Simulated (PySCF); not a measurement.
# KSe: bond curves at several levels of theory

The task here is to estimate one member of a computed series from the others.

The runs use PySCF 2.14.0; K pcseg-1, Se pcseg-1, no relativity.

Set-up of the first run:

The job is set up so:

| Quantity | Value |
| --- | --- |
| atoms | K, Se |
| charge | 0 |
| basis | K pcseg-1, Se pcseg-1 |
| Hamiltonian | no relativity |
| basis functions | 51 |
| electrons treated | 53 |
| masses in u | 38.9637, 79.9165 |
| levels | PBE0, PBE, r²SCAN, TPSSh, B2PLYP, LDA, HF, MP2, SCS-MP2, CCSD, CCSD(T) |
| grid | 80 radial by 434 angular points |
| occupations | held fixed by the projection of orbital angular momentum |
| dissociation limit | K + Se, each in its ground configuration |
| starting distance in angstrom | 3.060 |
| values of 2S to try | 1, 3 |

The run is started by

```bash
$ OMP_NUM_THREADS=1 python dia.py task.json out
```

Steps of the session up to this table: Input; The PBE0 curve of the state that the search chose; Higher solutions at PBE0; PBE; r²SCAN; TPSSh (hybrid meta-GGA); B2PLYP; LDA; UHF (mean field); MP2 and coupled cluster.

One table of the session follows, with a row left open; its other results are not shown here.

It belongs to the step «The curves together». Energy (eV) from each level's lowest point:

| R (Å) | UHF | UHF-MP2 | UHF-SCS-MP2 | UHF-CCSD | UHF-CCSD(T) |
| --- | --- | --- | --- | --- | --- |
| 2.524 | 0.797 | 0.699 | 0.721 | n/a | n/a |
| 2.642 | 0.401 | 0.337 | 0.352 | 0.353 | 0.351 |
| 2.759 | 0.165 | 0.128 | 0.137 | 0.138 | 0.137 |
| 2.847 | 0.065 | 0.043 | 0.049 | 0.050 | 0.049 |
| 2.935 | ? | ? | ? | ? | ? |
| 3.023 | 0.000 | 0.000 | 0.000 | 0.000 | 0.000 |
| 3.140 | 0.024 | 0.033 | 0.031 | 0.030 | 0.030 |
| 3.287 | 0.102 | 0.119 | 0.113 | 0.112 | 0.112 |
| 3.463 | 0.240 | 0.263 | 0.254 | 0.252 | 0.251 |
| 3.698 | 0.460 | 0.492 | 0.480 | n/a | n/a |

**Question.** Estimate the row for R (Å) = 2.935.

Worked estimate for «UHF». A straight line through the neighbours (2.847, 0.065) and (3.023, 0.000) gives 0.065 + (0.000 − 0.065) × (2.935 − 2.847) / (3.023 − 2.847) = 0.033; a parabola fitted to 4 rows on both sides gives 0.015.

The run gave: UHF: 0.014; UHF-MP2: 0.004; UHF-SCS-MP2: 0.007; UHF-CCSD: 0.008; UHF-CCSD(T): 0.007. In «UHF» the line misses by +0.019 and the parabola by +0.001.

Caveats from the session: At some levels the lowest empty orbital lies below the highest filled one (the two can be of opposite spin).
